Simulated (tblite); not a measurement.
# C5H11FSi2: the cost of one run

Programs: tblite 0.8.0 and PySCF 2.14.0, with density-fitted response routines of our own. Each step states its level of theory. These are calculated values for one molecule in the gas phase, unless marked as measured. Atoms count from 0, in the outputs and in this text.

## Step 1: The starting structure

19 atoms, charge 0, multiplicity 1; geometry from: force field or distance geometry start.

Bonds of the start (Å): C0–C1 1.52, C1–C2 1.54, C2–Si3 1.88, C2–C4 1.47, C4–C5 1.21, C5–Si6 1.83, Si6–F7 1.70, C0–H8 1.10, C0–H9 1.14, C0–H10 1.12, C1–H11 1.11, C1–H12 1.11, C2–H13 1.09, Si3–H14 1.47, Si3–H15 1.49, Si3–H16 1.44, Si6–H17 1.47, Si6–H18 1.48.

## Step 2: Relaxing the molecule with GFN2-xTB

Job settings and geometry (Å):

```
{"job": {"kind": "relax", "xc": "GFN2-xTB", "basis": "xTB"}, "charge": 0, "multiplicity": 1}
C     -1.678900     1.627600    -0.460200
C     -1.589700     0.152200    -0.810000
C     -0.856200    -0.604800     0.310100
Si    -0.760700    -2.419600    -0.162200
C      0.509800    -0.063400     0.365900
C      1.637500     0.361700     0.388900
Si     3.358900     0.978700     0.447300
F      4.395000     0.076000    -0.560500
H     -0.894500     1.887400     0.262700
H     -2.690600     1.785000     0.039200
H     -1.628000     2.217100    -1.413500
H     -1.050800     0.054600    -1.770500
H     -2.615500    -0.257700    -0.936400
H     -1.304300    -0.452900     1.293900
H      0.545300    -2.589100    -0.806900
H     -0.756000    -3.198200     1.103300
H     -1.793600    -2.828100    -1.080100
H      3.858400     0.905900     1.831000
H      3.304000     2.376800    -0.034200
```

Command:

```bash
$ OMP_NUM_THREADS=1 python probes_run.py task.json out
```

One launch serves the whole session: the jobs run in the order shown.

**Question.** How long does this first job take on 1 thread of Arm Neoverse N1, shared host, and how much memory does it need?

About 1.6 s, with a peak of 0.18 GiB.
